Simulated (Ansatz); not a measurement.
# AsF3: up Jacob's ladder to CCSD(T)

The task here is to estimate one member of a computed series from the others.

The runs use Ansatz 0.2.0, Gaussian basis; functionals in def2-TZVPP, the program's frozen cores in correlated methods.

Levels to be run: LDA (SPW92), PBE-D4, revPBE-D4, BLYP-D4, r2SCAN-D4, B97M-V, PBE0-D4, B3LYP-D4, r2SCANh-D4, r2SCAN0-D4, HSE06-D4, BHLYP-D4, CAM-B3LYP-D4, LC-ωPBE, ωB97X-V, ωB97M-V, B2PLYP, PBE-QIDH; CCSD(T)/def2-SVP; CCSD(T)/def2-TZVPP; MP2/def2-QZVPP; extrapolation to the limit; RPA on PBE.

## The relaxed structure

An earlier PBE0-D4 in a triple-zeta def2 set relaxation fixed the geometry.

SMILES `F[As](F)F`, 4 atoms, charge 0, spin multiplicity 1.

Atoms are counted from 1 here; the program's logs count them from 0.

Bond lengths: F1–As2 1.715 Å, As2–F3 1.715 Å, As2–F4 1.715 Å. Angles: F1–As2–F3 95.9°, F1–As2–F4 95.9°, F3–As2–F4 95.9°.

Coordinates:

```xyz
4
charge 0, multiplicity 1
F    -0.4458    0.3956    1.3626
As   -0.4621   -0.4573   -0.1257
F     1.2040   -0.8658   -0.1127
F    -0.2961    0.9276   -1.1242
```

The first run:

The input, in.yaml:

```yaml
crystal:
  periodic: [false, false, false]
  atoms:
    - {symbol: F, position_ang: [-0.445814, 0.395617, 1.362608]}
    - {symbol: As, position_ang: [-0.462064, -0.457349, -0.125656]}
    - {symbol: F, position_ang: [1.203968, -0.865849, -0.112731]}
    - {symbol: F, position_ang: [-0.296099, 0.927581, -1.124221]}
basis:
  gaussian: {orbitals: def2-TZVPP}
hamiltonian: {xc: lda}
output: {orbitals: {seedname: orbitals}}
```

The run is started by

```console
$ ansatz run in.yaml --threads 4 --pin off --events-out ev --progress --plain --max-ram 10444MiB
```

Steps of the session up to this table: LDA; PBE-D4 (GGA); revPBE-D4 (GGA); BLYP-D4 (GGA); r2SCAN-D4 (meta-GGA); B97M-V (meta-GGA); PBE0-D4 (hybrid); B3LYP-D4 (hybrid); r2SCANh-D4 (hybrid); r2SCAN0-D4 (hybrid); HSE06-D4 (hybrid); BHLYP-D4 (hybrid); CAM-B3LYP-D4 (range-separated); LC-ωPBE (range-separated); ωB97X-V (range-separated); ωB97M-V (range-separated); B2PLYP (double hybrid); PBE-QIDH (double hybrid).

One table of the session follows, with a row left open; its other results are not shown here.

It belongs to the step «Frontier levels by functional». 

| functional | HOMO (eV) | gap (eV) |
| --- | --- | --- |
| LDA (SPW92) | -8.67 | 6.55 |
| PBE-D4 | -8.41 | 6.60 |
| revPBE-D4 | -8.31 | 6.63 |
| BLYP-D4 | -8.34 | 6.60 |
| r2SCAN-D4 | ? | ? |
| B97M-V | -8.82 | 7.28 |
| PBE0-D4 | -9.88 | 8.93 |
| B3LYP-D4 | -9.69 | 8.46 |
| r2SCANh-D4 | -9.33 | 8.03 |
| r2SCAN0-D4 | -10.14 | 9.32 |
| HSE06-D4 | -9.47 | 8.15 |
| BHLYP-D4 | -11.28 | 11.22 |
| CAM-B3LYP-D4 | -11.33 | 11.43 |
| LC-ωPBE | -12.57 | 13.98 |
| ωB97X-V | -12.23 | 13.51 |
| ωB97M-V | -12.15 | 13.29 |

**Question.** Estimate the row for r2SCAN-D4.

Worked estimate for «HOMO (eV)». Against the share of exact exchange, r2SCANh-D4 (0.1, -9.33), r2SCAN0-D4 (0.25, -10.14) give a slope of -5.40 per unit share; at 0 the line stands at -8.79.

**Answer.** HOMO (eV): -8.79; gap (eV): 7.17. In «HOMO (eV)» the line misses by 0.00.
